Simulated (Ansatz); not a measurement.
# CH₆BrClHfOSi: up Jacob's ladder to CCSD(T)

An exercise on one series of results from a longer session: the logs are not shown, and one member is left open.

Method: functionals in def2-TZVPP, the program's frozen cores in correlated methods; program: Ansatz 0.2.0, Gaussian basis.

Levels to be run: LDA (SPW92), PBE-D4, revPBE-D4, BLYP-D4, r2SCAN-D4, B97M-V, PBE0-D4, B3LYP-D4, r2SCANh-D4, r2SCAN0-D4, HSE06-D4, BHLYP-D4, CAM-B3LYP-D4, LC-ωPBE, ωB97X-V, ωB97M-V, B2PLYP, PBE-QIDH; CCSD(T)/def2-SVP; CCSD(T)/def2-TZVPP; MP2/def2-QZVPP; extrapolation to the limit; RPA on PBE.

## Structure used throughout

The geometry comes from an earlier relaxation with PBE0-D4 in a triple-zeta def2 set; it is a stationary point, not always the lowest conformer. Hf takes the def2 core potential; no spin-orbit term is included.

SMILES `[CH3][Hf]([Cl])([Br])[O][SiH3]`, 12 atoms, charge 0, spin multiplicity 1.

Atoms are counted from 1 here; the program's logs count them from 0.

Bond lengths: C1–Hf2 2.190 Å, C1–H7 1.096 Å, C1–H8 1.096 Å, C1–H9 1.096 Å, Hf2–Cl3 2.345 Å, Hf2–Br4 2.506 Å, Hf2–O5 1.909 Å, O5–Si6 1.646 Å, Si6–H10 1.484 Å, Si6–H11 1.484 Å, Si6–H12 1.484 Å. Angles: Hf2–C1–H7 111.2°, Hf2–C1–H8 110.7°, Hf2–C1–H9 111.4°, H7–C1–H8 107.8°, H7–C1–H9 107.8°, H8–C1–H9 107.8°, C1–Hf2–Cl3 106.3°, C1–Hf2–Br4 106.8°, C1–Hf2–O5 104.3°, Cl3–Hf2–Br4 115.1°, Cl3–Hf2–O5 111.6°, Br4–Hf2–O5 111.8°, Hf2–O5–Si6 179.2°, O5–Si6–H10 109.1°, O5–Si6–H11 109.1°, O5–Si6–H12 109.3°, H10–Si6–H11 109.7°, H10–Si6–H12 109.8° and more.

The first run:

File in.yaml:

```yaml
crystal:
  periodic: [false, false, false]
  atoms:
    - {symbol: C, position_ang: [-2.114064, 0.634776, -0.259445]}
    - {symbol: Hf, position_ang: [-0.617971, -0.207834, 1.100614]}
    - {symbol: Cl, position_ang: [-0.436612, 1.292772, 2.893432]}
    - {symbol: Br, position_ang: [-1.408504, -2.505026, 1.715096]}
    - {symbol: O, position_ang: [0.984769, -0.261447, 0.065842]}
    - {symbol: Si, position_ang: [2.378777, -0.315880, -0.807394]}
    - {symbol: H, position_ang: [-2.239706, 0.007463, -1.149226]}
    - {symbol: H, position_ang: [-3.088671, 0.710944, 0.236499]}
    - {symbol: H, position_ang: [-1.830333, 1.638670, -0.594899]}
    - {symbol: H, position_ang: [2.123531, -1.023832, -2.086469]}
    - {symbol: H, position_ang: [2.833924, 1.069386, -1.083674]}
    - {symbol: H, position_ang: [3.414870, -1.039993, -0.030365]}
basis:
  gaussian: {orbitals: def2-TZVPP}
hamiltonian: {xc: lda}
output: {orbitals: {seedname: orbitals}}
```

Launch:

```sh
> ansatz run in.yaml --threads 2 --pin off --events-out ev --progress --plain --max-ram 22528MiB --backend cuda --devices 0, --max-vram 18GiB
```

Among the steps run: LDA; PBE-D4 (GGA); revPBE-D4 (GGA); BLYP-D4 (GGA); r2SCAN-D4 (meta-GGA); B97M-V (meta-GGA); B3LYP-D4 (hybrid); r2SCANh-D4 (hybrid); r2SCAN0-D4 (hybrid); HSE06-D4 (hybrid); BHLYP-D4 (hybrid); CAM-B3LYP-D4 (range-separated); LC-ωPBE (range-separated); ωB97X-V (range-separated); ωB97M-V (range-separated); B2PLYP (double hybrid); PBE-QIDH (double hybrid).

One table of the session follows, with a row left open; its other results are not shown here.

It belongs to the step «Orbital energies across the functionals». 

```
  functional  HOMO (eV)  gap (eV)
 LDA (SPW92)      -7.09      4.64
      PBE-D4      -6.95      4.74
   revPBE-D4      -6.89      4.78
     BLYP-D4      -6.80      4.73
   r2SCAN-D4      -7.26      5.27
      B97M-V      -7.34      5.38
     PBE0-D4      -8.29      6.95
    B3LYP-D4      -8.04      6.49
  r2SCANh-D4      -7.76      6.08
  r2SCAN0-D4      -8.50      7.30
    HSE06-D4      -7.89      6.17
    BHLYP-D4      -9.51      9.20
CAM-B3LYP-D4      -9.68      9.47
     LC-ωPBE          ?         ?
     ωB97X-V     -10.74     11.58
     ωB97M-V     -10.59     11.32
```

Q: Estimate the row for LC-ωPBE from the others.

As computed: HOMO (eV): -11.11; gap (eV): 12.06. In the column «HOMO (eV)» it is the lowest.
